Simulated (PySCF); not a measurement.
# C2H8BNO: the cost of one run

Programs: PySCF 2.14.0, with density-fitted response routines of our own. Each step states its level of theory. These are calculated values for one molecule in the gas phase, unless marked as measured. Atoms count from 0, in the outputs and in this text.

### Step 1. The starting structure

13 atoms, charge 0, multiplicity 1; geometry from: GFN2-xTB. The atoms were then displaced at random by about 0.01 Å, so the start is not that level's minimum.

Bonds of the start (Å): C0–C1 1.35, C1–B2 1.61, B2–N3 1.72, B2–O4 1.41, C0–H5 1.07, C0–H6 1.07, C1–H7 1.11, B2–H8 1.16, N3–H9 1.05, N3–H10 1.01, N3–H11 1.01, O4–H12 0.94.

### Step 2. Geometry optimisation at PBE0-D3(BJ)/def2-SVP

What the job is given:

```
{"job": {"xc": "PBE0", "basis": "def2-SVP", "d3": "d3bj", "grid": 1, "shake": 0.01, "kind": "geom"}, "charge": 0, "multiplicity": 1}
C      1.556660    -1.004060    -0.325140
C      1.091000     0.263860    -0.402780
B     -0.416480     0.829240    -0.280520
N     -1.341320    -0.525200     0.244710
O     -0.621180     1.799600     0.726400
H      0.878010    -1.820120    -0.173950
H      2.589730    -1.240870    -0.435070
H      1.865530     1.038820    -0.574620
H     -0.920170     1.139700    -1.278300
H     -2.277610    -0.131620     0.495190
H     -1.466940    -1.200880    -0.495800
H     -0.943160    -0.951930     1.070110
H      0.011750     1.786580     1.419450
```

The run is started by

```console
> OMP_NUM_THREADS=1 python probes_run.py task.json out
```

This one command runs all jobs of the session in turn.

Q: Estimate the wall time and peak memory of this first job on 1 thread of Arm Neoverse V2, shared host.

About 44 s, with a peak of 0.46 GiB.
